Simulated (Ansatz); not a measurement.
This script makes a test of scalar relativity of LiSe with the Ansatz DFT code, driven from Python.

`lise.py`
```python
"""LiSe with and without the spin-free two-component Hamiltonian."""

import ansatz
from ase import Atoms
import numpy as np


def main() -> None:
    atoms = Atoms(["Li", "Se"], positions=[
        (0.0, 0.0, 0.0),
        (0.0, 0.0, 2.4),
    ])
    mol = ansatz.Crystal.molecule_from_ase(atoms)

    base = (
        mol.calculation()
        .functional("pbe")
        .spin("collinear", total=1)
        .forces()
    )
    # a set contracted for a scalar-relativistic Hamiltonian goes with the relativistic run
    sets = {"none": "cc-pVTZ", "scalar": "cc-pVTZ-DK"}
    found = {kind: base.basis(gaussian=basis).pseudopotentials(relativity=kind).run(threads=1, pin="off").report for kind, basis in sets.items()}
    for kind, each in found.items():
        dipole = 4.803205 * np.linalg.norm(each["charge_distribution"]["dipole_moment_e_ang"])
        print(f"{kind:7s} E = {each['free_energy_ev']:.4f} eV  dipole {dipole:.3f} D  largest force component {np.abs(each['forces_ev_ang']).max():.4f} eV/A")
    print(f"relativity lowers the total energy by {found['none']['free_energy_ev'] - found['scalar']['free_energy_ev']:.3f} eV")


if __name__ == "__main__":
    main()
```

What does scalar relativity change in the total energy and in the dipole?

The total moves by -771.0 eV, nearly all in the cores, and the dipole from 7.02 to 6.98 D.

What the script printed:

Running `python lise.py` prints:
```text
none    E = -65545.0755 eV  dipole 7.025 D  largest force component 0.5516 eV/A
scalar  E = -66316.0364 eV  dipole 6.979 D  largest force component 0.5676 eV/A
relativity lowers the total energy by 770.961 eV
```

These settings explore the input space; basis and method may be short of convergence. The geometry is a force-field or estimated start, not a minimum of this method. The basis set changes with the Hamiltonian (a set recontracted for scalar relativity), and most of the change in the total lies in the cores. The species is open-shell (spin multiplicity 2). The spin state was assumed, and another may lie lower. The whole script took 4.6 s on 1 thread of AMD EPYC 9R45 (Zen 5) (shared host), peak memory 0.22 GiB.
